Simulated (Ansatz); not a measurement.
# CH6AlFN2Si: a dynamics run in two tries

Aim: a short trajectory for this system. SMILES of the start: N=C[SiH](F)[AlH][NH2].

Method: RKS PBE0-D4/STO-3G, in Ansatz 0.2.0.

**1. The starting structure**

Bond lengths: N1–C2 1.306 Å, C2–Si3 1.941 Å, Si3–F4 1.701 Å, Si3–Al5 2.347 Å, Al5–N6 1.728 Å, N1–H7 1.123 Å, C2–H8 1.115 Å, Si3–H9 1.410 Å, Al5–H10 1.577 Å, N6–H11 1.066 Å, N6–H12 1.022 Å. Angles (14 of 16 angles, heavy atoms first): N1–C2–Si3 123.4°, C2–Si3–F4 94.5°, C2–Si3–Al5 107.6°, F4–Si3–Al5 124.9°, Si3–Al5–N6 116.6°, N1–C2–H8 106.0°, Si3–C2–H8 130.3°, C2–N1–H7 102.9°, C2–Si3–H9 104.7°, F4–Si3–H9 115.3°, Al5–Si3–H9 107.0°, Si3–Al5–H10 133.3°, N6–Al5–H10 110.1°, Al5–N6–H11 134.0°.

Coordinates:

```xyz
12

N    -0.2572   -2.6808    0.7463
C     0.4950   -1.6164    0.8322
Si   -0.2081    0.1696    1.1193
F    -1.8213   -0.3454    1.2805
Al    0.5975    1.5372   -0.6101
N     0.1988    1.0602   -2.2228
H    -1.2751   -2.2908    1.0166
H     1.5346   -1.9553    0.6121
H     0.4059    0.6076    2.3102
H     1.5023    2.8281   -0.6341
H     0.2134    1.5561   -3.1659
H    -0.3873    0.2512   -2.4404
```

**2. First try**

input.yaml

```yaml
crystal:
  periodic: [false, false, false]
  atoms:
    - { symbol: "N", position_ang: [-0.257188, -2.680802, 0.746345] }
    - { symbol: C, position_ang: [0.494968, -1.616359, 0.832155] }
    - { symbol: Si, position_ang: [-0.208055, 0.169577, 1.119292] }
    - { symbol: F, position_ang: [-1.821337, -0.345429, 1.28047] }
    - { symbol: Al, position_ang: [0.597506, 1.537213, -0.610098] }
    - { symbol: "N", position_ang: [0.19881, 1.060177, -2.22277] }
    - { symbol: H, position_ang: [-1.275113, -2.290805, 1.016576] }
    - { symbol: H, position_ang: [1.534614, -1.955332, 0.612141] }
    - { symbol: H, position_ang: [0.40595, 0.607577, 2.310205] }
    - { symbol: H, position_ang: [1.502313, 2.828075, -0.634115] }
    - { symbol: H, position_ang: [0.213443, 1.556113, -3.165915] }
    - { symbol: H, position_ang: [-0.387348, 0.251238, -2.440386] }
basis:
  gaussian: { orbitals: STO-3G }
hamiltonian:
  xc: pbe0
  dispersion: d4
md:
  timestep: 0.5
  n_steps: 25
  ensemble: berendsen
  temperature: 500.0
  initial_velocities: maxwell_boltzmann
  seed: 220390
  friction: 0.05
scf:
  lower_state_search: "off"
```

Run with:

```
$ ansatz run input.yaml --threads 1 --pin off --max-ram 2048MiB --backend cpu --events-out ev --progress --plain --runs-dir out
```

Before running it: what results should come out? Wanted: first try.

**Answer**, as computed:

```
 quantity                                                                              value
first try                                                                            refused
    cause  the word typed for the ensemble or optimiser is not among those the program lists
```

The fault in the first input was caught at the input check and cost nothing.
